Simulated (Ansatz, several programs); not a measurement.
An ordered 6-atom cell of Al2GaP3 on the zincblende lattice (P3m1), relaxed with r2SCAN in Ansatz (plane waves, PAW): it is trigonal, P3m1 (No. 156); a = 3.868 Å, c = 9.474 Å in the conventional setting, 20.46 Å³ an atom. Around Al lie 4 P at 2.37 Å; around Ga lie 4 P at 2.37 Å; around P lie 4 Al at 2.37 Å; around P lie 1 Ga at 2.37 Å and 3 Al at 2.37 Å; around P lie 1 Al at 2.37 Å and 3 Ga at 2.37 Å. The cell was then scaled with its shape and fractional coordinates held, which makes it stiffer than a relaxed compression. The calculation is spin-unpolarised, and the structure need not be a phase that has been made.

| V (Å³/atom) | E (meV/atom) |
| --- | --- |
| 19.234 | 23.03 |
| 20.462 | 0.00 |
| 21.076 | 4.86 |
| 21.690 | 18.55 |

Q: Pass a cubic E = c₀ + c₁u + c₂u² + c₃u³, with u = V − 20.616 Å³, through these points.

A: c₀ = 0.30, c₁ = +4.041, c₂ = 13.266, c₃ = -1.1268 (meV and Å³).

Q: Where is the minimum, and what bulk modulus follows?

A: dE/du = 0 at u = -0.149, so V₀ = 20.47 Å³. B = V₀ d²E/dV² = 20.47 × (2c₂ + 6c₃u) = 20.47 × 27.543 = 564 meV/Å³, and 1 meV/Å³ is 0.16022 GPa: 90 GPa. A third-order Birch-Murnaghan fit to all five points gives 20.46 Å³ and 90 GPa.

Q: Predict the energy and the pressure at the withheld volume, 19.848 Å³.

A: With u = -0.768: E ≈ 5.53 meV and P = −dE/dV ≈ +2.94 GPa. The run gives 5.48 meV and, from its stress, +2.92 GPa.
